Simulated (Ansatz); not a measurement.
# YGe2Rh2: a Y atom hops into a vacancy

Aim: the barrier for Y6 to jump 4.14 Å into the empty Y site beside it, in a 2×2×1 supercell of YGe2Rh2 with one Y atom removed. The band relaxes its own ends first.

Method: DFT PBEsol, plane waves, PAW, scalar-relativistic, no spin polarisation, in Ansatz 0.2.0.

**1. The structure to begin with**

The cell holds 19 atoms (Ge8Rh8Y3): a = 8.326 Å, b = 8.326 Å, c = 5.956 Å, α = 69.55°, β = 69.55°, γ = 90.00°.

The empty site lies at (4.11, -4.14, -0.02) Å, and Y6 starts at (4.17, 0.00, -0.02) Å. All atoms were shaken by about 0.02 Å to break the symmetry.

Its coordinates follow in the input file.

**2. Nudged elastic band**

crystal.atoms is the first end and neb.final_atoms the second, which differs in Y6 alone.

The input, input.yaml:

```yaml
crystal:
  lattice:
    - [0.0, 8.325546, 4.0e-07]
    - [8.325546, 0.0, 4.0e-07]
    - [2.08138675, 2.08138675, -5.1778488]
  atoms:
    - { symbol: "Y", position: [0.00127006, -0.001921, -0.0005043] }
    - { symbol: Ge, position: [0.19031248, 0.187723, 0.24443974] }
    - { symbol: Ge, position: [0.30686549, 0.30861845, 0.75664396] }
    - { symbol: Rh, position: [0.37117495, 0.12263329, 0.50632393] }
    - { symbol: Rh, position: [0.12529971, 0.37236784, 0.49706057] }
    - { symbol: "Y", position: [-0.0012505, 0.50005296, 0.00346444] }
    - { symbol: Ge, position: [0.18551009, 0.68878624, 0.24298061] }
    - { symbol: Ge, position: [0.31385641, 0.81075848, 0.75310291] }
    - { symbol: Rh, position: [0.37282583, 0.62050464, 0.50484885] }
    - { symbol: Rh, position: [0.12050842, 0.87634082, 0.49878289] }
    - { symbol: "Y", position: [0.50172551, 0.00332265, -0.00280236] }
    - { symbol: Ge, position: [0.68878819, 0.19460966, 0.23796592] }
    - { symbol: Ge, position: [0.81400674, 0.31504002, 0.75276972] }
    - { symbol: Rh, position: [0.87334022, 0.12672144, 0.50823647] }
    - { symbol: Rh, position: [0.62246334, 0.37291461, 0.50035253] }
    - { symbol: Ge, position: [0.68974389, 0.6898661, 0.24687922] }
    - { symbol: Ge, position: [0.81159855, 0.80823612, 0.75436336] }
    - { symbol: Rh, position: [0.87352004, 0.62366824, 0.50095521] }
    - { symbol: Rh, position: [0.63087127, 0.87645131, 0.49192105] }
kpoints:
  mp_grid: { grid: [2, 2, 3] }
magnetization:
  spin_polarized: false
scf:
  occupations: { method: cold, width: 0.15 }
hamiltonian:
  pseudopotentials: { kind: paw }
  xc: pbesol
basis:
  ecutwfc: 420
neb:
  images: 3
  relax_end_points: true
  climbing: true
  f_tol: 0.1
  max_iterations: 40
  order_check: false
  final_atoms:
    - { symbol: "Y", position: [0.00127006, -0.001921, -0.0005043] }
    - { symbol: Ge, position: [0.19031248, 0.187723, 0.24443974] }
    - { symbol: Ge, position: [0.30686549, 0.30861845, 0.75664396] }
    - { symbol: Rh, position: [0.37117495, 0.12263329, 0.50632393] }
    - { symbol: Rh, position: [0.12529971, 0.37236784, 0.49706057] }
    - { symbol: "Y", position: [-0.49816612, 0.4929368, 0.0029839] }
    - { symbol: Ge, position: [0.18551009, 0.68878624, 0.24298061] }
    - { symbol: Ge, position: [0.31385641, 0.81075848, 0.75310291] }
    - { symbol: Rh, position: [0.37282583, 0.62050464, 0.50484885] }
    - { symbol: Rh, position: [0.12050842, 0.87634082, 0.49878289] }
    - { symbol: "Y", position: [0.50172551, 0.00332265, -0.00280236] }
    - { symbol: Ge, position: [0.68878819, 0.19460966, 0.23796592] }
    - { symbol: Ge, position: [0.81400674, 0.31504002, 0.75276972] }
    - { symbol: Rh, position: [0.87334022, 0.12672144, 0.50823647] }
    - { symbol: Rh, position: [0.62246334, 0.37291461, 0.50035253] }
    - { symbol: Ge, position: [0.68974389, 0.6898661, 0.24687922] }
    - { symbol: Ge, position: [0.81159855, 0.80823612, 0.75436336] }
    - { symbol: Rh, position: [0.87352004, 0.62366824, 0.50095521] }
    - { symbol: Rh, position: [0.63087127, 0.87645131, 0.49192105] }
```

Started as:

```console
$ ansatz run input.yaml --threads 4 --pin off --max-ram 8192MiB --backend cpu --events-out ev --progress --plain --runs-dir out
```

What does the calculation give? Wanted: relaxation of the ends; barrier forwards; barrier backwards; second end relative to first; highest image.

As calculated:

```
                    quantity                                                                   value
      relaxation of the ends  0.211 eV lower, moves up to 0.08 Å; 0.215 eV lower, moves up to 0.10 Å
            barrier forwards                                                                 3.28 eV
           barrier backwards                                                                 3.28 eV
second end relative to first                                                                0.000 eV
               highest image                                                   2 of 0 to 4, climbing
             band iterations                                                                       5
```

What this shows: The barrier from the first end is 3.28 eV, 127 times kT at 300 K, which at an assumed attempt frequency of 10^13 s⁻¹ means a rate near 10^-42 s⁻¹. Both ends agree in energy to 1 meV. The input switches the test of curvatures off, so the top was not shown to be a first-order saddle. The cell of 19 atoms is small, so the barrier is not converged with size.
